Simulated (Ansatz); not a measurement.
# FHO3W: up Jacob's ladder to CCSD(T)

The task here is to estimate one member of a computed series from the others.

Computed with Ansatz 0.2.0, Gaussian basis. Level: functionals in def2-TZVPP, the program's frozen cores in correlated methods.

Plan: LDA (SPW92), PBE-D4, revPBE-D4, BLYP-D4, r2SCAN-D4, B97M-V, PBE0-D4, B3LYP-D4, r2SCANh-D4, r2SCAN0-D4, HSE06-D4, BHLYP-D4, CAM-B3LYP-D4, LC-ωPBE, ωB97X-V, ωB97M-V, B2PLYP, PBE-QIDH; CCSD(T)/def2-SVP; CCSD(T)/def2-TZVPP; MP2/def2-QZVPP; extrapolation to the limit; RPA on PBE.

### The relaxed structure

The geometry comes from an earlier relaxation with PBE0-D4 in a triple-zeta def2 set; it is a stationary point. W takes the def2 core potential; no spin-orbit term is included.

SMILES `[O]=[W](=[O])([OH])[F]`, 6 atoms, charge 0, spin multiplicity 1.

Atoms are counted from 1 here; the program's logs count them from 0.

Bond lengths: O1–W2 1.699 Å, W2–O3 1.698 Å, W2–O4 1.872 Å, W2–F5 1.857 Å, O4–H6 0.960 Å. Angles: O1–W2–O3 107.8°, O1–W2–O4 108.5°, O1–W2–F5 109.7°, O3–W2–O4 109.6°, O3–W2–F5 109.6°, O4–W2–F5 111.7°, W2–O4–H6 126.3°.

As a file:

```mol
FHO3W
  3D, bonds by distance, orders not assigned

  6  5  0  0  0  0  0  0  0  0999 V2000
   -0.2015   -1.8802   -0.5032 O   0  0
    0.2933   -0.2847   -0.1926 W   0  0
    1.3119   -0.3128    1.1662 O   0  0
   -1.2247    0.7440    0.1820 O   0  0
    1.2256    0.3768   -1.6564 F   0  0
   -1.3625    1.2928    0.9578 H   0  0
  1  2  8  0
  2  3  8  0
  2  4  8  0
  2  5  8  0
  4  6  8  0
M  END
```

The first run:

Contents of in.yaml:

```yaml
crystal:
  periodic: [false, false, false]
  atoms:
    - {symbol: O, position_ang: [-0.201528, -1.880201, -0.503203]}
    - {symbol: W, position_ang: [0.293295, -0.284688, -0.192590]}
    - {symbol: O, position_ang: [1.311934, -0.312775, 1.166166]}
    - {symbol: O, position_ang: [-1.224672, 0.744024, 0.182007]}
    - {symbol: F, position_ang: [1.225585, 0.376758, -1.656419]}
    - {symbol: H, position_ang: [-1.362515, 1.292781, 0.957838]}
basis:
  gaussian: {orbitals: def2-TZVPP}
hamiltonian: {xc: lda}
output: {orbitals: {seedname: orbitals}}
```

Launch:

```
ansatz run in.yaml --threads 4 --pin off --events-out ev --progress --plain --max-ram 10444MiB
```

Steps of the session up to this table: LDA; PBE-D4 (GGA); revPBE-D4 (GGA); BLYP-D4 (GGA); r2SCAN-D4 (meta-GGA); B97M-V (meta-GGA); B3LYP-D4 (hybrid); r2SCANh-D4 (hybrid); r2SCAN0-D4 (hybrid); HSE06-D4 (hybrid); BHLYP-D4 (hybrid); CAM-B3LYP-D4 (range-separated); LC-ωPBE (range-separated); ωB97X-V (range-separated); ωB97M-V (range-separated); B2PLYP (double hybrid); PBE-QIDH (double hybrid).

One table of the session follows, with a row left open; its other results are not shown here.

It belongs to the step «Orbital energies across the functionals». 

| functional | HOMO (eV) | LUMO (eV) | gap (eV) |
| --- | --- | --- | --- |
| LDA (SPW92) | -7.94 | -3.04 | 4.90 |
| PBE-D4 | -7.69 | -2.75 | 4.94 |
| revPBE-D4 | -7.59 | -2.64 | 4.96 |
| BLYP-D4 | -7.59 | -2.69 | 4.90 |
| r2SCAN-D4 | -8.06 | -2.66 | 5.40 |
| B97M-V | -8.13 | -2.61 | 5.51 |
| PBE0-D4 | -9.34 | -1.98 | 7.36 |
| B3LYP-D4 | -9.08 | -2.25 | 6.83 |
| r2SCANh-D4 | -8.68 | -2.37 | 6.31 |
| r2SCAN0-D4 | -9.61 | -1.92 | 7.69 |
| HSE06-D4 | ? | ? | ? |
| BHLYP-D4 | -10.92 | -1.10 | 9.82 |
| CAM-B3LYP-D4 | -10.80 | -0.91 | 9.89 |
| LC-ωPBE | -12.09 | 0.37 | 12.45 |
| ωB97X-V | -11.75 | 0.27 | 12.02 |
| ωB97M-V | -11.70 | 0.22 | 11.91 |

Estimate the missing values for HSE06-D4.

As computed: HOMO (eV): -8.93; LUMO (eV): -2.36; gap (eV): 6.57. In the column «HOMO (eV)» it lies between B3LYP-D4 (-9.08) and r2SCANh-D4 (-8.68).
